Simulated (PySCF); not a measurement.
# [MnO3]+: structure of the singlet

The task is one start of a wider search on [MnO3]+: the singlet, from a side-on plus terminal start. It is relaxed, tested by its Hessian and followed downhill if it is a saddle.

Computed with PySCF 2.14.0. Level: PBE0, basis Mn def2-SVP, O def2-SVP, no relativity, density fitting.

## 1. Where the work starts

4 atoms, charge 1, spin multiplicity 1.

Bond lengths: Mn1–O2 1.875 Å, Mn1–O3 1.875 Å, Mn1–O4 1.743 Å, O2–O3 1.440 Å. Angles: O2–Mn1–O3 45.2°, O2–Mn1–O4 157.4°, O3–Mn1–O4 157.4°, Mn1–O2–O3 67.4°, Mn1–O3–O2 67.4°.

```xyz
4
charge 1 multiplicity 1
Mn    0.0000    0.0000    0.0000
O     0.7200    0.0000    1.7308
O    -0.7200    0.0000    1.7308
O     0.0000    0.0000   -1.7434
```

## 2. Finding the electronic state

The steps below are one call of a driver around PySCF. For each, scf.py gives the equivalent set-up of the SCF; relaxations use the driver's own optimiser. After this first run the driver tries any further starts and a stability analysis.

scf.py

```python
from pyscf import gto, scf, dft
mol = gto.M(atom='''
Mn     0.000000     0.000000     0.000000
O      0.720000     0.000000     1.730800
O     -0.720000     0.000000     1.730800
O      0.000000     0.000000    -1.743400''',
    basis={'Mn': 'def2-SVP', 'O': 'def2-SVP'},
    charge=1, spin=0)
mf = dft.RKS(mol, xc='PBE0')
mf.grids.atom_grid = (50, 194)
aux = {'Mn': 'def2-universal-JKFIT', 'O': 'def2-universal-JKFIT'}
mf = mf.density_fit(auxbasis=aux)
mf.conv_tol = 1e-08
mf.diis_space = 10
mf.max_cycle = 60
mf.init_guess = 'minao'
mf.verbose = 4
mf.kernel()
```

Command:

```console
> OMP_NUM_THREADS=2 python axn.py task.json out
```

The program printed (excerpt; [...] marks lines left out):

```text
[... the frontier levels of the middle cycles are left out ...]
init E= -1374.49555138871
  HOMO = -0.0486238359181641  LUMO = 0.0137336276379605  gap/eV = 1.69683
cycle= 1 E= -1365.68370462892  delta_E= 8.81  |g|=  4.4  |ddm|=    4
  HOMO = -0.645097628248148  LUMO = -0.643333396407807  gap/eV = 0.04801
cycle= 2 E= -1329.95524601188  delta_E= 35.7  |g|=  9.5  |ddm|= 10.9
  HOMO = -0.588461111186405  LUMO = -0.572502369190348  gap/eV = 0.43426
cycle= 3 E= -1361.46839794086  delta_E= -31.5  |g|= 6.48  |ddm|= 7.04
cycle= 4 E= -1359.87197739929  delta_E=  1.6  |g|= 6.82  |ddm|= 3.46
cycle= 5 E= -1366.82987180594  delta_E= -6.96  |g|= 5.74  |ddm|= 2.92
cycle= 6 E= -1366.11212362852  delta_E= 0.718  |g|= 5.91  |ddm|= 0.838
cycle= 7 E= -1365.61212751002  delta_E=  0.5  |g|= 5.96  |ddm|= 0.164
cycle= 8 E= -1364.95863058531  delta_E= 0.653  |g|= 6.01  |ddm|= 0.339
cycle= 9 E= -1364.96264181012  delta_E= -0.00401  |g|= 6.01  |ddm|= 0.154
cycle= 10 E= -1365.33078913884  delta_E= -0.368  |g|= 5.99  |ddm|= 0.189
cycle= 11 E= -1365.25016136378  delta_E= 0.0806  |g|= 5.99  |ddm|= 0.109
cycle= 12 E= -1356.34754196233  delta_E=  8.9  |g|= 9.13  |ddm|= 6.82
cycle= 13 E= -1365.78343962844  delta_E= -9.44  |g|= 4.29  |ddm|= 3.59
cycle= 14 E= -1361.3410315217  delta_E= 4.44  |g|= 6.46  |ddm|= 6.64
[... 46 cycles left out ...]
SCF not converged.
init E= -1374.49555138871
[... 20 cycles left out ...]
SCF not converged.
init E= -1375.26360727472
[... 3 cycles left out ...]
cycle= 4 E= -1375.20299654559  delta_E= 0.00265  |g|= 0.643  |ddm|= 0.567
cycle= 5 E= -1375.2017953002  delta_E= 0.0012  |g|= 0.627  |ddm|= 0.0824
cycle= 6 E= -1375.24252046527  delta_E= -0.0407  |g|= 0.365  |ddm|= 0.109
cycle= 7 E= -1375.26040116507  delta_E= -0.0179  |g|= 0.174  |ddm|= 0.0951
cycle= 8 E= -1375.26506348984  delta_E= -0.00466  |g|= 0.0568  |ddm|= 0.0559
cycle= 9 E= -1375.26565911955  delta_E= -0.000596  |g|= 0.00911  |ddm|= 0.0263
cycle= 10 E= -1375.26568536598  delta_E= -2.62e-05  |g|= 0.00478  |ddm|= 0.0104
cycle= 11 E= -1375.26569363731  delta_E= -8.27e-06  |g|= 0.000895  |ddm|= 0.00712
cycle= 12 E= -1375.26569528881  delta_E= -1.65e-06  |g|= 0.00187  |ddm|= 0.00456
cycle= 13 E= -1375.26569671632  delta_E= -1.43e-06  |g|= 0.000591  |ddm|= 0.00349
cycle= 14 E= -1375.26569703132  delta_E= -3.15e-07  |g|= 0.000553  |ddm|= 0.00219
cycle= 15 E= -1375.26569715792  delta_E= -1.27e-07  |g|= 0.000228  |ddm|= 0.00109
cycle= 16 E= -1375.26569717815  delta_E= -2.02e-08  |g|= 0.000192  |ddm|= 0.000557
cycle= 17 E= -1375.26569718662  delta_E= -8.46e-09  |g|= 7.79e-05  |ddm|= 0.000235
  HOMO = -0.59361643745543  LUMO = -0.472703990211473  gap/eV = 3.29020
Extra cycle  E= -1375.26569708493  delta_E= 1.02e-07  |g|= 0.000762  |ddm|= 0.000473
SCF not converged.
  HOMO = -0.593607926415571  LUMO = -0.47289438345925  gap/eV = 3.28478
macro= 0  E= -1375.26569718856  delta_E= -1.03633e-07  |g|= 0.000762041  1 KF 4 JK
macro= 1  E= -1375.26569718857  delta_E= -3.63798e-12  |g|= 1.28281e-05  1 KF 2 JK
macro X = 2  E=-1375.26569718857  |g|= 1.28281e-05  total 3 KF 9 JK
converged SCF energy = -1375.26569718857
```

This step, with its further starts and checks, ran for 17 s (2 threads of Intel Xeon Platinum 8259CL at 2.50GHz (Skylake/Cascade Lake), shared host).

Energies from each starting density:

```csv
start,energy (Eh)
the minimal-basis guess,-1375.265697
a thermally smeared density,-1375.265697
a smeared PBE density,-1375.265697
```

Where DIIS stalls, the driver goes on with a level shift of 0.3 Eh and then with a second-order solver.

No lower closed-shell solution turned up from the other starts or in the test of internal stability.

## 3. Side-on plus terminal start, singlet: relaxation

The program finds C2v symmetry in the start, which this walk keeps. The walk stops when the largest gradient is under 0.0003 Eh/bohr and the energy has settled too.

Changes to scf.py since step 2:

```diff
@@ -3,4 +3,4 @@
-Mn     0.000000     0.000000     0.000000
-O      0.720000     0.000000     1.730800
-O     -0.720000     0.000000     1.730800
-O      0.000000     0.000000    -1.743400''',
+Mn     0.000000     0.000000    -0.267020
+O      0.720000     0.000000     1.463780
+O     -0.720000     0.000000     1.463780
+O      0.000000     0.000000    -2.010420''',
@@ -16 +15,0 @@
-mf.init_guess = 'minao'
```

Energy and gradient, step by step:

```
step   energy (Eh)  change (kJ/mol)  largest symmetric gradient (Eh/bohr)
   0  -1375.265697             0.00                               0.16433
   1  -1375.335710          -183.82                               0.07217
   2  -1375.340738          -197.02                               0.02140
   3  -1375.341903          -200.08                               0.01618
   4  -1375.342080          -200.54                               0.00376
   5  -1375.342089          -200.57                               0.00038
   6  -1375.342090          -200.57                               0.00014
```

The walk took 12 s.

Geometry (Å) and forces (eV/Å) at some steps:

```
step 0
Mn   0.000   0.000  -0.267   0.000   0.000  -4.167
O    0.720   0.000   1.464  -4.732   0.000  -2.141
O   -0.720   0.000   1.464   4.732   0.000  -2.141
O    0.000   0.000  -2.010   0.000   0.000   8.450
step 1
Mn   0.000   0.000  -0.297   0.000   0.000  -1.933
O    0.647   0.000   1.394  -0.484   0.000  -0.889
O   -0.647   0.000   1.394   0.484   0.000  -0.889
O    0.000   0.000  -1.841   0.000   0.000   3.711
step 3
Mn   0.000   0.000  -0.294   0.000   0.000   0.832
O    0.647   0.000   1.357   0.012   0.000  -0.213
O   -0.647   0.000   1.357  -0.012   0.000  -0.213
O    0.000   0.000  -1.769   0.000   0.000  -0.405
step 6
Mn   0.000   0.000  -0.284   0.000   0.000  -0.005
O    0.649   0.000   1.350   0.007   0.000   0.001
O   -0.649   0.000   1.350  -0.007   0.000   0.001
O    0.000   0.000  -1.766   0.000   0.000   0.004
```

After 6 steps and 200.6 kJ/mol it ends at C2v: Mn–O 1.482 Å, Mn–O 1.758 Å (×2), O–O 1.299 Å; Mn–O–O 68.3° (×2), O–Mn–O 43.4°, O–Mn–O 158.3° (×2).

## 4. Is it a minimum? Harmonic modes

The point is checked on the finer grid, and tightened if its gradient asks for it. The Hessian and the dipole derivatives come from central differences of analytic gradients, with steps of 0.02 bohr.

Changes to scf.py since step 3:

```diff
@@ -3,4 +3,4 @@
-Mn     0.000000     0.000000    -0.267020
-O      0.720000     0.000000     1.463780
-O     -0.720000     0.000000     1.463780
-O      0.000000     0.000000    -2.010420''',
+Mn     0.000000     0.000000    -0.277538
+O      0.649441     0.000000     1.356256
+O     -0.649441     0.000000     1.356256
+O      0.000000     0.000000    -1.759882''',
@@ -10 +10 @@
-mf.grids.atom_grid = (50, 194)
+mf.grids.atom_grid = (75, 302)
@@ -13 +13 @@
-mf.conv_tol = 1e-08
+mf.conv_tol = 1e-10
```

The driver hands on the density of the step before, so the log starts near convergence.

SCF at the final geometry:

```text
init E= -1375.34212217945
  HOMO = -0.590694155719829  LUMO = -0.451992558772059  gap/eV = 3.77426
cycle= 1 E= -1375.3421221578  delta_E= 2.16e-08  |g|= 0.000367  |ddm|= 0.000203
  HOMO = -0.590665615015471  LUMO = -0.451936539430501  gap/eV = 3.77501
cycle= 2 E= -1375.34212066053  delta_E= 1.5e-06  |g|= 0.00306  |ddm|= 0.00167
  HOMO = -0.590692295922799  LUMO = -0.451987543493153  gap/eV = 3.77435
cycle= 3 E= -1375.34212217951  delta_E= -1.52e-06  |g|= 3.41e-05  |ddm|= 0.00148
  HOMO = -0.590691259705571  LUMO = -0.451986702112936  gap/eV = 3.77434
cycle= 4 E= -1375.34212217977  delta_E= -2.59e-10  |g|= 1.39e-06  |ddm|= 2.2e-05
  HOMO = -0.590691286505728  LUMO = -0.451986726671067  gap/eV = 3.77434
cycle= 5 E= -1375.34212217975  delta_E= 1.09e-11  |g|= 7.91e-07  |ddm|= 6.48e-07
  HOMO = -0.590691277485305  LUMO = -0.451986661240075  gap/eV = 3.77434
Extra cycle  E= -1375.34212217976  delta_E= -4.09e-12  |g|= 6.04e-06  |ddm|= 3.32e-06
converged SCF energy = -1375.34212217976
```

The whole step took 34 s.

Geometry: C2v; Mn–O 1.482 Å, Mn–O 1.758 Å (×2), O–O 1.299 Å; Mn–O–O 68.3° (×2), O–Mn–O 43.4°, O–Mn–O 158.3° (×2).

Modes, for the most abundant isotopes:

```json
{"symmetry": "b1", "ω (cm⁻¹)": "204i", "IR (km/mol)": "37.2"}
{"symmetry": "b2", "ω (cm⁻¹)": "172", "IR (km/mol)": "10.8"}
{"symmetry": "a1", "ω (cm⁻¹)": "580", "IR (km/mol)": "0.3"}
{"symmetry": "b2", "ω (cm⁻¹)": "735", "IR (km/mol)": "9.3"}
{"symmetry": "a1", "ω (cm⁻¹)": "1190", "IR (km/mol)": "3.6"}
{"symmetry": "a1", "ω (cm⁻¹)": "1246", "IR (km/mol)": "211"}
```

With 1 mode imaginary (up to 204i cm⁻¹) this point is a saddle.

Constants and moments:

| Quantity | Value |
| --- | --- |
| Dipole moment about the centre of mass | 0.78 D |
| Highest occupied level | -16.07 eV |
| Lowest empty level | -12.30 eV |
| Rotational constants | 1.249, 0.1497, 0.1337 cm⁻¹ |
| Zero-point energy (real modes) | 23.5 kJ/mol |
| Principal polarisabilities | 11.7, 16.9, 49.6 bohr³ |
| Principal traceless quadrupole moments about the centre of mass | -1.22, 0.03, 1.19 D Å |

Populations by atom (charges in e):

```
atom  Mulliken  Löwdin  polar tensor  Mayer order to Mn1
 Mn1      1.25    0.72          1.55                   –
O2,3     -0.05    0.09         -0.05                1.13
  O4     -0.15    0.11         -0.46                2.22
```

Outer orbital energies (eV). occupied: -22.27, -22.25, -20.33, -19.51, -19.45, -16.96, -16.79, -16.07; empty: -12.30, -11.65, -11.60, -10.01.

Mulliken populations on Mn1: s 6.13, p 12.20, d 5.41, f 0.01.

## 5. Following the imaginary mode

The atoms are moved a little along the softest imaginary mode and relaxed again.

The program finds Cs symmetry in the start, which this walk keeps. The walk stops when the largest gradient is under 0.0003 Eh/bohr and the energy has settled too.

Changes to scf.py since step 4:

```diff
@@ -3,4 +3,4 @@
-Mn     0.000000     0.000000    -0.277538
-O      0.649441     0.000000     1.356256
-O     -0.649441     0.000000     1.356256
-O      0.000000     0.000000    -1.759882''',
+Mn     0.000000     0.066636    -0.277440
+O      0.649441    -0.054438     1.356355
+O     -0.649441    -0.054438     1.356355
+O     -0.000000    -0.120000    -1.759783''',
@@ -10 +10 @@
-mf.grids.atom_grid = (75, 302)
+mf.grids.atom_grid = (50, 194)
@@ -13 +13 @@
-mf.conv_tol = 1e-10
+mf.conv_tol = 1e-08
```

Energy and gradient, step by step:

```csv
step,energy (Eh),change (kJ/mol),largest symmetric gradient (Eh/bohr)
0,-1375.343420,0.00,0.01740
1,-1375.345711,-6.02,0.01252
2,-1375.348931,-14.47,0.02585
3,-1375.350846,-19.50,0.04570
4,-1375.353167,-25.59,0.03629
5,-1375.357314,-36.48,0.00879
6,-1375.357704,-37.50,0.00248
7,-1375.357783,-37.71,0.00221
8,-1375.357787,-37.72,0.00066
9,-1375.357787,-37.72,0.00015
```

The walk took 19 s.

End point (Cs, 9 steps, 37.7 kJ/mol gained): Mn–O 1.474 Å, Mn–O 1.724 Å (×2), O–O 1.320 Å; Mn–O–O 67.5° (×2), O–Mn–O 45.0°, O–Mn–O 123.2° (×2).

## 6. Vibrations and properties at this point

As before: finer grid, then central differences.

Changes to scf.py since step 5:

```diff
@@ -3,4 +3,4 @@
-Mn     0.000000     0.066636    -0.277440
-O      0.649441    -0.054438     1.356355
-O     -0.649441    -0.054438     1.356355
-O     -0.000000    -0.120000    -1.759783''',
+Mn     0.000000     0.308527    -0.263523
+O      0.660062    -0.294737     1.211117
+O     -0.660062    -0.294737     1.211117
+O      0.000000    -0.464768    -1.517477''',
@@ -10 +10 @@
-mf.grids.atom_grid = (50, 194)
+mf.grids.atom_grid = (75, 302)
@@ -13 +13 @@
-mf.conv_tol = 1e-08
+mf.conv_tol = 1e-10
```

Log of the central SCF (cycles and frontier levels):

```text
init E= -1375.35792941647
  HOMO = -0.568474217489311  LUMO = -0.434105605404374  gap/eV = 3.65636
cycle= 1 E= -1375.35792940908  delta_E= 7.39e-09  |g|= 0.000216  |ddm|= 0.000125
  HOMO = -0.568466455446764  LUMO = -0.434155408201392  gap/eV = 3.65479
cycle= 2 E= -1375.35792904462  delta_E= 3.64e-07  |g|= 0.00152  |ddm|= 0.000836
  HOMO = -0.568472471079267  LUMO = -0.434111579588955  gap/eV = 3.65615
cycle= 3 E= -1375.3579294154  delta_E= -3.71e-07  |g|= 8.46e-05  |ddm|= 0.00073
  HOMO = -0.568473498661348  LUMO = -0.434111579475163  gap/eV = 3.65617
cycle= 4 E= -1375.35792941664  delta_E= -1.24e-09  |g|= 1.41e-05  |ddm|= 4.91e-05
  HOMO = -0.568473139949666  LUMO = -0.43411178631164  gap/eV = 3.65616
cycle= 5 E= -1375.35792941669  delta_E= -4.39e-11  |g|= 4.35e-07  |ddm|= 9.13e-06
  HOMO = -0.568473073125492  LUMO = -0.434111837984961  gap/eV = 3.65616
Extra cycle  E= -1375.35792941668  delta_E= 4.55e-12  |g|= 1.89e-06  |ddm|= 1.77e-06
converged SCF energy = -1375.35792941668
```

The whole step ran for 44 s (2 threads of Intel Xeon Platinum 8259CL at 2.50GHz (Skylake/Cascade Lake), shared host).

Geometry: Cs; Mn–O 1.473 Å, Mn–O 1.725 Å (×2), O–O 1.320 Å; Mn–O–O 67.5° (×2), O–Mn–O 45.0°, O–Mn–O 123.0° (×2).

Harmonic modes (main isotopes):

| symmetry | ω (cm⁻¹) | IR (km/mol) |
| --- | --- | --- |
| a' | 242 | 20.6 |
| a'' | 364 | 2.2 |
| a'' | 611 | 20.3 |
| a' | 651 | 1.2 |
| a' | 1163 | 69.2 |
| a' | 1242 | 130 |

No imaginary mode, so this is a minimum.

Constants and moments:

```
Dipole moment about the centre of mass                          : 3.34 D
Highest occupied level                                          : -15.47 eV
Lowest empty level                                              : -11.81 eV
Rotational constants                                            : 0.671, 0.1702, 0.1656 cm⁻¹
Zero-point energy                                               : 25.6 kJ/mol
Principal polarisabilities                                      : 14.0, 18.1, 41.9 bohr³
Principal traceless quadrupole moments about the centre of mass : -1.64, -1.14, 2.78 D Å
Entropy at 298.15 K and 1 bar                                   : 282.7 J/(mol K)
Heat capacity Cp at 298.15 K                                    : 57.0 J/(mol K)
Enthalpy at 298.15 K above 0 K                                  : 12.97 kJ/mol
Rotational symmetry number                                      : 1
```

Populations by atom (charges in e):

| atom | Mulliken | Löwdin | polar tensor | Mayer order to Mn1 |
| --- | --- | --- | --- | --- |
| Mn1 | 1.26 | 0.71 | 1.62 | – |
| O2,3 | -0.07 | 0.08 | -0.09 | 1.10 |
| O4 | -0.12 | 0.13 | -0.43 | 2.21 |

Outer orbital energies (eV). occupied: -21.98, -21.77, -20.26, -20.08, -19.36, -17.67, -16.46, -15.47; empty: -11.81, -11.78, -10.59, -9.94.

Mulliken populations on Mn1: s 6.09, p 12.22, d 5.42, f 0.01.

## 7. Stability of the closed shell

At the lowest minimum the closed shell is tested against spin polarisation, on the (50, 194) grid. It is unstable: an open-shell solution lies lower. That solution was not followed to a minimum here.

## 8. The points found, side by side

| spin | group | bonds | imaginary modes (cm⁻¹) | ΔE (kJ/mol) | with zero-point energy |
| --- | --- | --- | --- | --- | --- |
| singlet | Cs | Mn–O 1.473 Å, Mn–O 1.725 Å (×2), O–O 1.320 Å | none | 0.0 | 0.0 |
| singlet | C2v | Mn–O 1.482 Å, Mn–O 1.758 Å (×2), O–O 1.299 Å | 204i | 41.5 | – |

## 9. Summary of results

| quantity | value |
| --- | --- |
| minimum | singlet, Cs (closed shell, unstable towards spin polarisation) |
| geometry | Mn–O 1.473 Å, Mn–O 1.725 Å (×2), O–O 1.320 Å; Mn–O–O 67.5° (×2), O–Mn–O 45.0°, O–Mn–O 123.0° (×2) |
| wavenumbers (cm⁻¹) | 242 (a'), 364 (a''), 611 (a''), 651 (a'), 1163 (a'), 1242 (a') |
| dipole moment (centre of mass) | 3.34 D |
| highest occupied, lowest empty level | -15.47, -11.81 eV |
| polar-tensor charge of Mn1 | +1.62 e |
| zero-point energy | 25.6 kJ/mol |

The side-on plus terminal start (C2v) ends in a minimum of Cs symmetry, after a stop at a saddle point 41.5 kJ/mol higher, from which it was pushed off along an imaginary mode. In the infrared the band at 1242 cm⁻¹ (a') leads. Only this shape and spin were tried, so other structures or states may lie lower. A stability analysis at the minimum finds the closed shell unstable towards spin polarisation: an open-shell solution lies lower, and these values are not those of the lowest state.

The search up to here took 2.2 min.
